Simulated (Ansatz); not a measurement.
# LiAsH2 (SMILES [Li][AsH2]): functionals against CCSD(T) at one geometry

A test off equilibrium: a structure displaced at random from a GFN2-xTB minimum is computed at several levels, and each is set against CCSD(T).

The runs use Ansatz 0.2.0, Gaussian basis; single points in def2-TZVPP.

Cores are frozen in the correlated methods. Filled d shells of the heavier atoms are correlated. The outer core shell of Li, Na, Mg and K is correlated.

## Step 1: The system as given

SMILES `[Li][AsH2]`, 4 atoms, charge 0, spin multiplicity 1.

Atoms are counted from 1 here; the program's logs count them from 0.

Bond lengths: Li1–As2 2.358 Å, As2–H3 1.501 Å, As2–H4 1.521 Å. Angles: Li1–As2–H3 76.9°, Li1–As2–H4 77.3°, H3–As2–H4 86.2°.

As a file:

```xyz
4

Li   -1.62180   -0.14710    0.42180
As    0.50350   -0.64940   -0.46810
H     0.28410    0.77370   -0.89100
H     0.84130   -0.08270    0.90220
```

## Step 2: CCSD(T)/def2-TZVPP

Contents of run/in.yaml:

```yaml
crystal:
  periodic: [false, false, false]
  atoms:
    - {symbol: Li, position_ang: [-1.621800, -0.147100, 0.421800]}
    - {symbol: As, position_ang: [0.503500, -0.649400, -0.468100]}
    - {symbol: H, position_ang: [0.284100, 0.773700, -0.891000]}
    - {symbol: H, position_ang: [0.841300, -0.082700, 0.902200]}
basis:
  gaussian: {orbitals: def2-TZVPP}
correlation: {method: ccsd_t}
output: {forces: true}
```

No record of the launch command was kept for these runs.

## Step 3: PBE0-D4/def2-TZVPP

Changes to run/in.yaml since step 2:

```diff
@@ -9,3 +9,3 @@
   gaussian: {orbitals: def2-TZVPP}
-correlation: {method: ccsd_t}
-output: {forces: true}
+hamiltonian: {xc: pbe0, dispersion: d4}
+output: {forces: true, orbitals: {seedname: orbitals}}
```

## Step 4: wB97M-V/def2-TZVPP

Changes to run/in.yaml since step 3:

```diff
@@ -9,3 +9,3 @@
   gaussian: {orbitals: def2-TZVPP}
-hamiltonian: {xc: pbe0, dispersion: d4}
-output: {forces: true, orbitals: {seedname: orbitals}}
+hamiltonian: {xc: {name: wB97M-V}}
+output: {forces: true}
```

## Step 5: r2SCAN-D4/def2-TZVPP

Changes to run/in.yaml since step 4:

```diff
@@ -9,3 +9,3 @@
   gaussian: {orbitals: def2-TZVPP}
-hamiltonian: {xc: {name: wB97M-V}}
+hamiltonian: {xc: r2scan, dispersion: d4}
 output: {forces: true}
```

## Step 6: PBE-D4/def2-TZVPP

Changes to run/in.yaml since step 5:

```diff
@@ -9,3 +9,3 @@
   gaussian: {orbitals: def2-TZVPP}
-hamiltonian: {xc: r2scan, dispersion: d4}
+hamiltonian: {xc: pbe, dispersion: d4}
 output: {forces: true}
```

## Step 7: LC-wPBE/def2-TZVPP

Changes to run/in.yaml since step 6:

```diff
@@ -9,3 +9,3 @@
   gaussian: {orbitals: def2-TZVPP}
-hamiltonian: {xc: pbe, dispersion: d4}
+hamiltonian: {xc: {name: LC-wPBE}}
 output: {forces: true}
```

## Step 8: BLYP-D4/def2-TZVPP

Changes to run/in.yaml since step 7:

```diff
@@ -9,3 +9,3 @@
   gaussian: {orbitals: def2-TZVPP}
-hamiltonian: {xc: {name: LC-wPBE}}
+hamiltonian: {xc: {name: BLYP}, dispersion: d4}
 output: {forces: true}
```

(Steps that only read results are left out.)

Before running it: what results should come out? Wanted: energy less free atoms, CCSD(T)/def2-TZVPP; RMS force component; RMS force error; HOMO and LUMO, PBE0-D4; T1 diagnostic.

The runs gave:

| quantity | value |
| --- | --- |
| energy less free atoms, CCSD(T)/def2-TZVPP | -7.949 eV |
| RMS force component | 0.215 to 0.445 eV/Å over the methods |
| RMS force error | PBE0-D4 0.048, wB97M-V 0.029, r2SCAN-D4 0.029, PBE-D4 0.170, LC-wPBE 0.105, BLYP-D4 0.187 eV/Å |
| HOMO and LUMO, PBE0-D4 | -5.08 and -1.39 eV |
| T1 diagnostic | 0.011 |

**Reading.** Against CCSD(T) the functionals' energies less atoms differ by -0.392 to +0.053 eV, PBE-D4 by -0.236 eV. The reference is not at the basis limit: in triple zeta CCSD(T) underbinds, which counts against methods that bind more; the gaps are no ranking. For forces wB97M-V does best and BLYP-D4 worst. Frozen-core CCSD(T) forces in triple zeta carry basis errors of their own, and this is one geometry, so small gaps rank nothing.
